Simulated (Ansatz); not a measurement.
# RbLuO2: the cost of one run

Method: DFT PBEsol, scalar-relativistic, in Ansatz 0.2.0.

**1. The system as given**

It takes space group R-3m (No. 166, trigonal). The conventional cell has a = 3.400 Å, b = 3.400 Å, c = 19.150 Å, α = 90.00°, β = 90.00°, γ = 120.00°. Around Rb (site symmetry -3m) lie 6 O at 2.88 Å. Lu (site symmetry -3m) has 6 O at 2.24 Å in its first shell of neighbours. O (site symmetry 3m) has 3 Lu at 2.24 Å and 3 Rb at 2.88 Å in its first shell of neighbours.

Coordinates:

```cif
data_structure
_symmetry_space_group_name_H-M 'P 1'
_symmetry_Int_Tables_number 1
_cell_length_a 6.6783
_cell_length_b 6.6783
_cell_length_c 6.6783
_cell_angle_alpha 29.494
_cell_angle_beta 29.494
_cell_angle_gamma 29.494
_cell_volume 63.91
loop_
_atom_site_label
_atom_site_type_symbol
_atom_site_fract_x
_atom_site_fract_y
_atom_site_fract_z
_atom_site_occupancy
Rb1 Rb 0.00000 0.00000 0.00000 1
Lu1 Lu 0.50000 0.50000 0.50000 1
O1 O 0.22300 0.22300 0.22300 1
O2 O 0.77700 0.77700 0.77700 1
```

Atoms are numbered in the order of the input: Rb1, Lu2, O3, O4.

**2. Volume × 0.94, LAPW**

Input file input.yaml:

```yaml
crystal:
  lattice:
    - [1.6652971541, 0.9614597602, 6.2530213954]
    - [-1.6652971541, 0.9614597602, 6.2530213954]
    - [0.0, -1.9229195204, 6.2530213954]
  atoms:
    - { symbol: Rb, position: [0.0, 0.0, 0.0] }
    - { symbol: Lu, position: [0.5, 0.5, 0.5] }
    - { symbol: O, position: [0.223, 0.223, 0.223] }
    - { symbol: O, position: [0.777, 0.777, 0.777] }
kpoints:
  mp_grid: { grid: [10, 10, 10] }
  band_path:
    path:
      - [0.0, 0.0, 0.0]
      - [0.5, 0.5, 0.5]
      - [0.817572066, 0.182427934, 0.5]
      - [0.5, -0.182427934, 0.182427934]
      - [0.5, 0.0, 0.0]
      - [0.0, 0.0, 0.0]
      - [0.341213967, -0.341213967, 0.0]
      - [0.658786033, 0.0, 0.341213967]
      - [0.5, 0.0, 0.5]
    npoints: 5
scf:
  occupations: { method: fermi_dirac, width: 0.03 }
hamiltonian:
  xc: pbesol
  pseudopotentials: { kind: all_electron, lapw: { basis_error: 0.001 } }
output:
  forces: true
  stress: true
  eigenvalues: true
```

Launch:

```console
$ ansatz run input.yaml --threads 1 --pin off --max-ram 4096MiB --backend cpu --events-out ev --progress --plain --runs-dir out
```

**Question.** How long does this run take on 1 thread of Arm Neoverse V1, shared host, and how much memory does it need?

About 3.2 min, with a peak of 1.3 GiB.
